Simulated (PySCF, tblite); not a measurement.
# C₄H₆F₃O radical: geometry, infrared bands and EPR parameters

What infrared bands and EPR parameters should C₄H₆F₃O radical (`C[C@@H](F)OC[C](F)F`) show?

Programs: tblite 0.8.0 and PySCF 2.14.0, with density-fitted response routines of our own. Each step states its level of theory. These are calculated values for one molecule in the gas phase, unless marked as measured. Atoms count from 0, in the outputs and in this text.

### 1 Starting geometry

14 atoms, charge 0, multiplicity 2; geometry from: force field or distance geometry start.

Bonds of the start (Å): C0–C1 1.53, C1–F2 1.37, C1–O3 1.40, O3–C4 1.39, C4–C5 1.50, C5–F6 1.37, C5–F7 1.37, C0–H8 1.12, C0–H9 1.13, C0–H10 1.12, C1–H11 1.09, C4–H12 1.11, C4–H13 1.10.

### 2 Geometry optimisation with GFN2-xTB

The job: settings as JSON, then the geometry in Å.

```
{"job": {"kind": "relax", "xc": "GFN2-xTB", "basis": "xTB"}, "charge": 0, "multiplicity": 2}
C     -1.730100    -0.855000    -0.024900
C     -0.968200     0.459600    -0.191300
F     -1.812700     1.533900    -0.187600
O     -0.060500     0.671700     0.848300
C      1.244900     0.815000     0.398800
C      1.672900    -0.414500    -0.354200
F      1.639700    -1.522300     0.450700
F      2.930800    -0.319600    -0.893100
H     -2.702400    -0.804300    -0.576900
H     -1.990200    -1.042100     1.054900
H     -1.105800    -1.707500    -0.391800
H     -0.381100     0.465400    -1.110000
H      1.299000     1.710900    -0.260700
H      1.963100     1.008300     1.215700
```

Command:

```sh
OMP_NUM_THREADS=1 python probes_run.py task.json out
```

The driver reads the jobs from task.json and runs them one after another.

**Question.** This job is followed by: GFN2-xTB harmonic vibrations, gas phase; UKS B3LYP, pcH-1 on C F H O, non-relativistic, mean-field spin-orbit, GIAO. Predict these results of the whole session: strongest single infrared mode (GFN2-xTB); zero-point energy (GFN2-xTB); g(iso) (B3LYP); ⟨S²⟩; largest a(iso) (averaged by class); surface potential, 1st and 99th percentile.

The runs gave:

| quantity | value |
| --- | --- |
| strongest single infrared mode (GFN2-xTB) | 1164 cm⁻¹, 140 km/mol |
| zero-point energy (GFN2-xTB) | 60.6 kcal/mol |
| g(iso) (B3LYP) | 2.00397 |
| ⟨S²⟩ | 0.753 (exact 0.75) |
| largest a(iso) (averaged by class) | 13C on C5, 342.1 MHz |
| surface potential, 1st and 99th percentile | -0.91 V and 1.23 V |

**Reading.** Over 104 steps the energy fell by 0.459 eV; of the close pairs, C0–H9 changed most, 1.126 to 1.086 Å. All 36 modes are real, so the xTB geometry is a minimum. The strongest single mode, at 1164 cm⁻¹, has its largest shares on C5, F7 and H12 (the list is cut at 3 atoms). Unscaled tight-binding wavenumbers are off by several per cent, some by more. Its intensities can rank the bands wrongly. C5 carries the largest spin population, 0.83 e. The isotropic g lies 1.7 ppt above the free-electron value.
